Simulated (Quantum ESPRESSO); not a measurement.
An input for Quantum ESPRESSO 7.5 (Tl2Ga):

run.py

```python
import numpy as np
from ase.calculators.espresso import Espresso, EspressoProfile
from ase.io import read

atoms = read('Tl2Ga.cif')

input_data = {
    'control': {'calculation': 'scf', 'prefix': 'pwscf', 'outdir': './tmp', 'tprnfor': True, 'tstress': True, 'disk_io': 'low', 'nstep': 30},
    'system': {'ecutwfc': 45.0, 'ecutrho': 360.0, 'nbnd': 31, 'input_dft': 'pbesol', 'occupations': 'smearing', 'smearing': 'fd', 'degauss': 0.00999582, 'vdw_corr': 'grimme-d3', 'dftd3_version': 4, 'nspin': 2, 'noncolin': True},
    'electrons': {'conv_thr': 6e-10, 'electron_maxstep': 75, 'mixing_beta': 0.5},
}
pseudopotentials = {'Ga': 'ga_pbe_v1.4.uspp.F.UPF', 'Tl': 'tl_pbe_v1.2.uspp.F.UPF'}
profile = EspressoProfile(command='pw.x', pseudo_dir='pseudo')
dft = Espresso(profile=profile, input_data=input_data, pseudopotentials=pseudopotentials, kpts=(4, 4, 4), koffset=(0, 0, 0))
atoms.calc = dft

from ase.optimize import FIRE
from ase.filters import FrechetCellFilter
done = FIRE(FrechetCellFilter(atoms), trajectory='opt.traj').run(fmax=0.02, steps=30)
print('converged', done)
print('cell (A)', np.round(atoms.cell.cellpar(), 5))
print(f'energy {atoms.get_potential_energy():.8f} eV')
print('forces (eV/A)')
print(np.round(atoms.get_forces(), 6))
print('stress (eV/A^3, Voigt)')
print(np.round(atoms.get_stress(), 8))
print(f'Fermi level {dft.get_fermi_level():.4f} eV')
```

The input Tl2Ga.cif:

```cif
data_Tl2Ga
_cell_length_a 4.11827991
_cell_length_b 4.11827991
_cell_length_c 4.11827991
_cell_angle_alpha 66.94208540
_cell_angle_beta 66.94208540
_cell_angle_gamma 66.94208552
_space_group_name_H-M_alt 'P1'
_space_group_name_Hall 'P 1'
_space_group_IT_number 1
loop_
_space_group_symop_operation_xyz
'x,y,z'
loop_
_atom_site_label
_atom_site_type_symbol
_atom_site_symmetry_multiplicity
_atom_site_Wyckoff_symbol
_atom_site_fract_x
_atom_site_fract_y
_atom_site_fract_z
_atom_site_occupancy
Tl1 Tl 1 a 0.3543659200 0.3543659200 0.3543659200 1
Tl2 Tl 1 a 0.6456340800 0.6456340800 0.6456340800 1
Ga1 Ga 1 a 0.5000000000 0.5000000000 0.5000000000 1
```

Potentials or basis: GBRV 1.5 PBE.

Command:

```console
$ OMP_NUM_THREADS=1 python run.py
```

What does the program do with it?

The run stopped without a result. It printed:

Output:

```text
Traceback (most recent call last):
  File "<dir>", line 19, in <module>
  File "ase/optimize/optimize.py", line 506, in run
  File "ase/optimize/optimize.py", line 375, in run
  File "ase/optimize/optimize.py", line 322, in irun
  File "ase/filters.py", line 31, in get_gradient
  File "ase/filters.py", line 602, in get_forces
  File "ase/atoms.py", line 2050, in get_stress
  File "ase/abc.py", line 34, in get_stress
  File "ase/calculator.py", line 517, in get_property
  File "ase/genericfileio.py", line 336, in calculate
  File "ase/espresso.py", line 86, in execute
  File "ase/genericfileio.py", line 104, in run
  File "python3.12/subprocess.py", line 413, in check_call
subprocess.CalledProcessError: Command '['pw.x', '-in', 'espresso.pwi']' returned non-zero exit status 1.
```

espresso.pwo:

```text
This program is part of the open-source Quantum ESPRESSO suite
     for quantum simulation of materials; please cite
         "P. Giannozzi et al., J. Phys.:Condens. Matter 21 395502 (2009);
         "P. Giannozzi et al., J. Phys.:Condens. Matter 29 465901 (2017);
         "P. Giannozzi et al., J. Chem. Phys. 152 154105 (2020);
     in publications or presentations arising from this work. More details at

Warning: card &CELL ignored
Warning: card &FCP ignored
Warning: card &RISM ignored

 %%%%%%%%%%%%%%%%%%%%%%%%%%%%%%%%%%%%%%%%%%%%%%%%%%%%%%%%%%%%%%%%%%%%%%%%%%%%%%
     Error in routine iosys (1):
     noncolin .and. nspin==2 are conflicting flags
 %%%%%%%%%%%%%%%%%%%%%%%%%%%%%%%%%%%%%%%%%%%%%%%%%%%%%%%%%%%%%%%%%%%%%%%%%%%%%%

     stopping ...
```
